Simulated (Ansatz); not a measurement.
# C₃H₇FSn: up Jacob's ladder to CCSD(T)

The task here is to estimate one member of a computed series from the others.

Program: Ansatz 0.2.0, Gaussian basis. Level of theory: functionals in def2-TZVPP, the program's frozen cores in correlated methods. These are calculated values, not measurements.

Plan: LDA (SPW92), PBE-D4, revPBE-D4, BLYP-D4, r2SCAN-D4, B97M-V, PBE0-D4, B3LYP-D4, r2SCANh-D4, r2SCAN0-D4, HSE06-D4, BHLYP-D4, CAM-B3LYP-D4, LC-ωPBE, ωB97X-V, ωB97M-V, B2PLYP, PBE-QIDH; CCSD(T)/def2-SVP; CCSD(T)/def2-TZVPP; MP2/def2-QZVPP; extrapolation to the limit; RPA on PBE.

### The relaxed structure

All runs share one geometry, relaxed beforehand with PBE0-D4 in a triple-zeta def2 set. Sn takes the def2 core potential; no spin-orbit term is included.

12 atoms, charge 0, spin multiplicity 1.

Atoms are counted from 1 here; the program's logs count them from 0.

Bond lengths: F1–Sn2 1.935 Å, Sn2–C3 2.156 Å, Sn2–C5 2.156 Å, Sn2–H6 1.707 Å, C3–C4 1.545 Å, C3–H7 1.092 Å, C3–H8 1.089 Å, C4–C5 1.545 Å, C4–H9 1.095 Å, C4–H10 1.094 Å, C5–H11 1.089 Å, C5–H12 1.092 Å. Angles: F1–Sn2–C3 112.4°, F1–Sn2–C5 112.4°, F1–Sn2–H6 103.0°, C3–Sn2–C5 70.3°, C3–Sn2–H6 128.2°, C5–Sn2–H6 128.2°, Sn2–C3–C4 88.5°, Sn2–C3–H7 107.8°, Sn2–C3–H8 121.8°, C4–C3–H7 112.6°, C4–C3–H8 115.9°, H7–C3–H8 108.9°, C3–C4–C5 106.9°, C3–C4–H9 112.5°, C3–C4–H10 109.1°, C5–C4–H9 112.5°, C5–C4–H10 109.1°, H9–C4–H10 106.6° and more.

The first run:

in.yaml reads:

```yaml
crystal:
  periodic: [false, false, false]
  atoms:
    - {symbol: F, position_ang: [-2.588142, -0.827793, 1.176883]}
    - {symbol: Sn, position_ang: [-1.174694, 0.436530, 0.793333]}
    - {symbol: C, position_ang: [0.783046, -0.461181, 0.901662]}
    - {symbol: C, position_ang: [1.017868, -0.030237, -0.563612]}
    - {symbol: C, position_ang: [-0.374326, 0.196783, -1.194705]}
    - {symbol: H, position_ang: [-1.724659, 1.866769, 1.545825]}
    - {symbol: H, position_ang: [0.650490, -1.540355, 1.005610]}
    - {symbol: H, position_ang: [1.528399, -0.125928, 1.620705]}
    - {symbol: H, position_ang: [1.618663, -0.754960, -1.122781]}
    - {symbol: H, position_ang: [1.573519, 0.911791, -0.574731]}
    - {symbol: H, position_ang: [-0.435691, 0.990700, -1.936928]}
    - {symbol: H, position_ang: [-0.797573, -0.717117, -1.617359]}
basis:
  gaussian: {orbitals: def2-TZVPP}
hamiltonian: {xc: lda}
output: {orbitals: {seedname: orbitals}}
```

Steps of the session up to this table: LDA; PBE-D4 (GGA); revPBE-D4 (GGA); BLYP-D4 (GGA); r2SCAN-D4 (meta-GGA); B97M-V (meta-GGA); PBE0-D4 (hybrid); B3LYP-D4 (hybrid); r2SCANh-D4 (hybrid); r2SCAN0-D4 (hybrid); HSE06-D4 (hybrid); BHLYP-D4 (hybrid); CAM-B3LYP-D4 (range-separated); LC-ωPBE (range-separated); ωB97X-V (range-separated); ωB97M-V (range-separated); B2PLYP (double hybrid); PBE-QIDH (double hybrid).

One table of the session follows, with a row left open; its other results are not shown here.

It belongs to the step «Frontier levels by functional». 

```
  functional  HOMO (eV)  gap (eV)
 LDA (SPW92)      -6.52      5.12
      PBE-D4          ?         ?
   revPBE-D4      -6.28      5.24
     BLYP-D4      -6.22      5.12
   r2SCAN-D4      -6.60      5.78
      B97M-V      -6.65      5.70
     PBE0-D4      -7.52      7.26
    B3LYP-D4      -7.32      6.76
  r2SCANh-D4      -7.03      6.54
  r2SCAN0-D4      -7.68      7.65
    HSE06-D4      -7.12      6.50
    BHLYP-D4      -8.57      9.07
CAM-B3LYP-D4      -8.83      9.45
     LC-ωPBE     -10.13     11.93
     ωB97X-V      -9.80     11.44
     ωB97M-V      -9.69     10.97
```

Q: Estimate the row for PBE-D4 from the others.

**Answer.** HOMO (eV): -6.35; gap (eV): 5.21. In the column «HOMO (eV)» it lies between LDA (SPW92) (-6.52) and revPBE-D4 (-6.28).
